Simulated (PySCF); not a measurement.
# Cl2HInO (InCl2(OH)): the cost of one run

Computed with PySCF 2.14.0 and routines of our own; the level stands in each step. Atoms count from 0.

## Step 1: The system as given

5 atoms, charge 0, multiplicity 1; geometry from: GFN2-xTB.

## Step 2: Geometry optimisation at PBE0-D3(BJ)/def2-SVP

Job settings and geometry (Å):

```
{"job": {"xc": "PBE0", "basis": "def2-SVP", "d3": "d3bj", "grid": 1, "maxiter": 30, "shake": 0.03, "kind": "geom"}, "charge": 0, "multiplicity": 1}
In     0.411790     0.247930    -0.065430
Cl     2.584290     0.457990    -0.389400
Cl    -1.213520     2.054420    -0.077800
O     -0.324670    -1.438030     0.186330
H     -1.383040    -1.432800     0.284180
```

Run with:

```bash
> OMP_NUM_THREADS=1 python heavy_run.py task.json out
```

This one command runs all jobs of the session in turn.

Q: Estimate the wall time and peak memory of this first job on 1 thread of Intel Xeon Platinum 8488C, shared host.

About 26 s, with a peak of 0.33 GiB.
